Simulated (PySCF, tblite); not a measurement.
**C₂H₉BrSi₂: geometry, infrared bands and NMR shifts**

Aim: predict the infrared bands and NMR shifts of C₂H₉BrSi₂ (`[SiH3]CC[SiH2]Br`).

Computed with tblite 0.8.0 and PySCF 2.14.0, with density-fitted response routines of our own, on a single molecule in the gas phase. Atoms are numbered from 0 throughout.

### Step 1. The starting structure

14 atoms, charge 0, multiplicity 1; geometry from: force field or distance geometry start.

Bonds of the start (Å): Si0–C1 1.87, C1–C2 1.52, C2–Si3 1.86, Si3–Br4 2.25, Si0–H5 1.47, Si0–H6 1.48, Si0–H7 1.46, C1–H8 1.13, C1–H9 1.13, C2–H10 1.12, C2–H11 1.10, Si3–H12 1.48, Si3–H13 1.47.

### Step 2. Relaxing the molecule with GFN2-xTB

Job settings and geometry (Å):

```
{"job": {"kind": "relax", "xc": "GFN2-xTB", "basis": "xTB"}, "charge": 0, "multiplicity": 1}
Si    -2.209200     0.138400    -0.439600
C     -0.631100    -0.016600     0.549600
C      0.504400     0.007200    -0.466000
Si     2.177800    -0.132100     0.323500
Br     3.764700    -0.711700    -1.162400
H     -1.982300    -0.258900    -1.836100
H     -2.529100     1.581000    -0.431800
H     -3.310800    -0.629400     0.133800
H     -0.575900    -1.001600     1.097800
H     -0.533700     0.846500     1.267600
H      0.275900    -0.848900    -1.154000
H      0.480700     0.921200    -1.080600
H      2.510600     1.205700     0.869100
H      2.057300    -1.101200     1.427100
```

Started as:

```console
> OMP_NUM_THREADS=1 python probes_run.py task.json out
```

The driver reads the jobs from task.json and runs them one after another.

The program printed:

```text
step      E/eV     max force
  0    -447.48719    1.277
  1    -447.57576    0.622
  2    -447.61075    0.660
  3    -447.64362    0.669
  4    -447.66916    0.364
  5    -447.68401    0.317
  6    -447.69744    0.383
  7    -447.71057    0.367
  8    -447.71893    0.223
  9    -447.72405    0.150
 10    -447.72830    0.230
 11    -447.73297    0.284
 12    -447.73783    0.220
 13    -447.74180    0.137
 14    -447.74492    0.136
 15    -447.74826    0.171
 16    -447.75158    0.180
 17    -447.75374    0.102
 18    -447.75474    0.066
 19    -447.75532    0.068
 20    -447.75597    0.086
 21    -447.75668    0.088
 22    -447.75722    0.056
 23    -447.75758    0.046
 24    -447.75794    0.063
 25    -447.75840    0.074
 26    -447.75890    0.076
 27    -447.75929    0.052
 28    -447.75957    0.040
 29    -447.75986    0.063
 30    -447.76028    0.076
 31    -447.76077    0.077
 32    -447.76123    0.063
 33    -447.76162    0.051
 34    -447.76209    0.062
 35    -447.76279    0.070
 36    -447.76384    0.093
 37    -447.76509    0.096
 38    -447.76630    0.112
 39    -447.76740    0.120
 40    -447.76869    0.122
 41    -447.77048    0.108
 42    -447.77246    0.122
 43    -447.77423    0.096
 44    -447.77554    0.107
 45    -447.77632    0.117
 46    -447.77731    0.088
 47    -447.77820    0.060
 48    -447.77914    0.055
 49    -447.77995    0.078
 50    -447.78088    0.093
 51    -447.78188    0.092
 52    -447.78404    0.068
 53    -447.78508    0.064
 54    -447.78557    0.061
 55    -447.78599    0.059
 56    -447.78656    0.076
 57    -447.78742    0.078
 58    -447.78835    0.072
 59    -447.78907    0.060
 60    -447.78966    0.069
 61    -447.79027    0.081
 62    -447.79098    0.103
 63    -447.79183    0.085
 64    -447.79272    0.077
 65    -447.79370    0.094
 66    -447.79470    0.083
 67    -447.79594    0.086
 68    -447.79693    0.067
 69    -447.79757    0.061
 70    -447.79791    0.045
 71    -447.79819    0.044
 72    -447.79859    0.056
 73    -447.79915    0.091
 74    -447.79978    0.089
 75    -447.80022    0.046
 76    -447.80044    0.028
 77    -447.80055    0.023
 78    -447.80063    0.025
 79    -447.80072    0.024
 80    -447.80080    0.018
 81    -447.80086    0.013
 82    -447.80089    0.011
 83    -447.80091    0.010
```

It took 0.88 s on 1 thread of Arm Neoverse N1, shared host; peak memory 0.18 GiB.

Relaxation path: (not every step is listed)

```
step  energy from step 0 (eV)  largest force (eV/Å)
   0                   0.0000                1.2766
   1                  -0.0886                0.6219
   2                  -0.1236                0.6599
   3                  -0.1564                0.6693
   4                  -0.1820                0.3640
   5                  -0.1968                0.3165
   6                  -0.2102                0.3832
   7                  -0.2234                0.3666
   8                  -0.2317                0.2227
  15                  -0.2611                0.1714
  22                  -0.2700                0.0564
  29                  -0.2727                0.0633
  36                  -0.2767                0.0935
  43                  -0.2870                0.0962
  50                  -0.2937                0.0934
  57                  -0.3002                0.0784
  64                  -0.3055                0.0775
  71                  -0.3110                0.0445
  78                  -0.3134                0.0252
  79                  -0.3135                0.0239
  80                  -0.3136                0.0178
  81                  -0.3137                0.0132
  82                  -0.3137                0.0112
  83                  -0.3137                0.0102
```

Distances of close pairs at the start and the end, largest changes first:

```
   bond  before (Å)  after (Å)  change (Å)
 Si0–C1       1.869      1.906      +0.037
  C1–H8       1.129      1.092      -0.036
 C2–Si3       1.856      1.891      +0.036
  C1–H9       1.127      1.093      -0.034
 C2–H10       1.122      1.093      -0.028
Si3–Br4       2.250      2.224      -0.026
Si3–H12       1.483      1.457      -0.025
Si3–H13       1.474      1.457      -0.017
```

The final coordinates are the input of the step that follows.

### Step 3. Vibrational analysis with GFN2-xTB

Job settings and geometry (Å):

```
{"job": {"kind": "ir", "xc": "GFN2-xTB", "basis": "xTB"}, "charge": 0, "multiplicity": 1}
Si    -2.314416     0.184500    -0.449421
C     -0.651624    -0.073696     0.446042
C      0.545035     0.023812    -0.499731
Si     2.187749    -0.154375     0.420459
Br     3.821320    -0.143679    -1.088840
H     -2.467317    -0.860575    -1.462947
H     -2.293324     1.502118    -1.087293
H     -3.397639     0.109739     0.530441
H     -0.643672    -1.049734     0.936795
H     -0.543853     0.666839     1.242377
H      0.460196    -0.743749    -1.273817
H      0.517395     0.984592    -1.021576
H      2.461207     0.982113     1.290444
H      2.318265    -1.428378     1.115002
```

The program printed:

```text
mode    cm-1     km/mol
  1      48.5      2.94
  2      69.2      6.36
  3      78.8      0.57
  4     128.2      0.11
  5     192.5      2.31
  6     226.6      3.48
  7     432.0     14.05
  8     449.8     38.06
  9     512.1     53.94
 10     534.2     59.24
 11     588.0     10.56
 12     699.5     61.05
 13     716.0    483.95
 14     755.1    172.14
 15     771.4     86.03
 16     776.6    175.35
 17     781.5    300.89
 18     785.4    301.08
 19     794.8    215.44
 20     830.8      9.05
 21    1066.1      4.11
 22    1074.0     44.34
 23    1203.1     65.92
 24    1266.4      1.21
 25    1317.9      1.60
 26    1474.6      1.52
 27    1491.2      1.75
 28    2265.9    291.10
 29    2268.0    201.15
 30    2277.4    355.25
 31    2313.7    349.48
 32    2328.9    145.69
 33    2938.8      6.10
 34    2952.7     81.67
 35    2960.1     35.31
 36    2970.3     19.85
```

Wall time 0.72 s (1 thread of Arm Neoverse N1, shared host); peak memory 0.18 GiB.

The strongest bands and the atoms that carry them (share of the mass-weighted mode):

```
cm⁻¹  km/mol                                  atoms
 716   483.9                     H13 38 %, H12 38 %
 782   300.9  C2 22 %, Si3 16 %, H12 12 %, H13 12 %
 785   301.1                       H6 42 %, H5 40 %
 795   215.4    H7 25 %, H6 18 %, H5 17 %, Si0 13 %
2266   291.1                                H6 92 %
2268   201.2                                H5 92 %
2277   355.2                                H7 96 %
2314   349.5                     H12 54 %, H13 41 %
```

### Step 4. Shielding tensors: PBE0/pcSseg-1

Same as in step 3 but for these lines:

```diff
@@ -1,2 +1,2 @@
-{"job": {"kind": "ir", "xc": "GFN2-xTB", "basis": "xTB"}, "charge": 0, "multiplicity": 1}
+{"job": {"kind": "nmr", "xc": "PBE0", "basis": "pcSseg-1"}, "charge": 0, "multiplicity": 1}
 Si    -2.314416     0.184500    -0.449421
```

Method: GIAO PBE0/pcSseg-1 NMR shielding, non-relativistic, gas phase.

The program printed:

```text
coarse grid: 52768 points
cycle   1  E = -3233.8199924423  dE = -1.086e+00  |g| = 7.445e-01  |ddm| = 3.322e+00
cycle   2  E = -3233.8143543117  dE =  5.638e-03  |g| = 4.848e-01  |ddm| = 6.734e-01
cycle   3  E = -3233.8506211981  dE = -3.627e-02  |g| = 1.732e-01  |ddm| = 5.099e-01
cycle   4  E = -3233.8584310069  dE = -7.810e-03  |g| = 2.565e-02  |ddm| = 1.732e-01
cycle   5  E = -3233.8585438765  dE = -1.129e-04  |g| = 5.047e-03  |ddm| = 2.695e-02
cycle   6  E = -3233.8585513832  dE = -7.507e-06  |g| = 1.361e-03  |ddm| = 7.302e-03
final grid: 107696 points
cycle   7  E = -3233.8585638539  dE =  6.934e-08  |g| = 1.557e-03  |ddm| = 3.329e-03
cycle   8  E = -3233.8585636603  dE =  1.936e-07  |g| = 1.820e-03  |ddm| = 3.647e-03
cycle   9  E = -3233.8585643873  dE = -7.270e-07  |g| = 4.618e-05  |ddm| = 1.987e-03
cycle  10  E = -3233.8585643878  dE = -5.043e-10  |g| = 7.572e-06  |ddm| = 4.535e-05
converged SCF energy = -3233.8585643878

GIAO shielding tensors (ppm)
atom      isotropic    diamagn.    paramagn.     s11        s22        s33       span
  0 Si     414.135     879.511    -465.376    384.098    392.434    465.872     81.775
  1 C      183.262     252.524     -69.262    172.203    183.630    193.952     21.749
  2 C      169.455     253.387     -83.932    155.410    159.869    193.086     37.676
  3 Si     364.174     877.005    -512.832    322.793    362.921    406.808     84.015
  4 Br    2766.103    3124.033    -357.930   2612.893   2786.021   2899.396    286.503
  5 H       27.862      28.935      -1.072     24.512     26.327     32.748      8.236
  6 H       27.894      28.976      -1.082     24.531     26.422     32.731      8.200
  7 H       27.650      28.472      -0.822     24.029     25.245     33.675      9.646
  8 H       31.045      32.254      -1.209     25.495     30.421     37.221     11.726
  9 H       31.106      32.334      -1.228     25.449     30.641     37.228     11.779
 10 H       30.496      32.215      -1.719     24.796     31.830     34.862     10.065
 11 H       30.488      32.295      -1.807     24.873     31.869     34.722      9.850
 12 H       26.557      27.997      -1.440     21.762     25.880     32.029     10.267
 13 H       26.573      28.014      -1.440     21.704     25.997     32.019     10.314
```

Wall time 34 s (1 thread of Arm Neoverse N1, shared host); peak memory 0.83 GiB.

The references, computed at this level on geometries of the same kind, shield at (ppm): 1H TMS 31.72, 13C TMS 186.9, 29Si TMS 349.2, 79Br HBr 2622. Their shielding less the atom's gives the shift. The references are single molecules in the gas phase. Atoms listed in one row are averaged.

```
     atoms                            environment  σ (ppm)  δ (ppm)  δ scaled to CDCl3
        C2                   sp3 CH2 bonded to Si    169.5     17.5               15.1
        C1                   sp3 CH2 bonded to Si    183.3      3.7                1.7
  H12, H13  hydrogen on a silicon bonded to C, Br    26.57     5.15                  –
H5, H6, H7      hydrogen on a silicon bonded to C    27.80     3.91                  –
  H10, H11    hydrogen on an sp3 CH2 bonded to Si    30.49     1.23               1.26
    H8, H9    hydrogen on an sp3 CH2 bonded to Si    31.08     0.64               0.71
       Si3           silicon bonded to C, Br, 2 H    364.2    -15.0                  –
       Si0               silicon bonded to C, 3 H    414.1    -65.0                  –
       Br4                   bromine bonded to Si     2766     -144                  –
```

The scaled column applies a straight-line fit of computed shieldings to shifts measured in CDCl3, with any fitted terms for Cl, Br or S neighbours (root-mean-square error 0.16 ppm for H, 1.9 ppm for C).

Charges from the same density, by scheme (e):

```
atoms  Mulliken    IAO  Hirshfeld  ESP fit
  Si0      0.51   0.61       0.32     0.28
   C1     -0.56  -0.53      -0.15    -0.12
   C2     -0.54  -0.54      -0.16    -0.02
  Si3      0.73   0.74       0.34     0.08
  Br4     -0.39  -0.28      -0.14    -0.17
```

Mayer bond orders: Si0–C1 0.91, C1–C2 1.02, C2–Si3 0.93, Si3–Br4 0.92.

### Step 5. Summary of results

```
                                                              quantity                       value
                             strongest single infrared mode (GFN2-xTB)        716 cm⁻¹, 484 km/mol
                                          zero-point energy (GFN2-xTB)               60.5 kcal/mol
                                13C shifts against TMS (PBE0/pcSseg-1)               17.5, 3.7 ppm
1H shifts against TMS (PBE0/pcSseg-1, means over atoms taken as alike)  5.15, 3.91, 1.23, 0.64 ppm
                               29Si shifts against TMS (PBE0/pcSseg-1)            -15.0, -65.0 ppm
                               79Br shifts against HBr (PBE0/pcSseg-1)                    -144 ppm
```

**Reading.** The optimisation took 83 steps and gained 0.314 eV; among the close pairs (by a distance rule), Si0–C1 changed most, from 1.869 to 1.906 Å. All 36 modes are real, so the xTB geometry is a minimum. The strongest single mode, at 716 cm⁻¹, moves mainly H13 and H12. GFN2-xTB is a fitted tight-binding method: band positions and strengths are rough. Its intensities can rank the bands wrongly. At PBE0/pcSseg-1: Shielding is most anisotropic at Br4 (span 287 ppm, paramagnetic term -358 ppm). Spin-orbit coupling is left out, which matters for shieldings and couplings at and beside the heavy atoms.
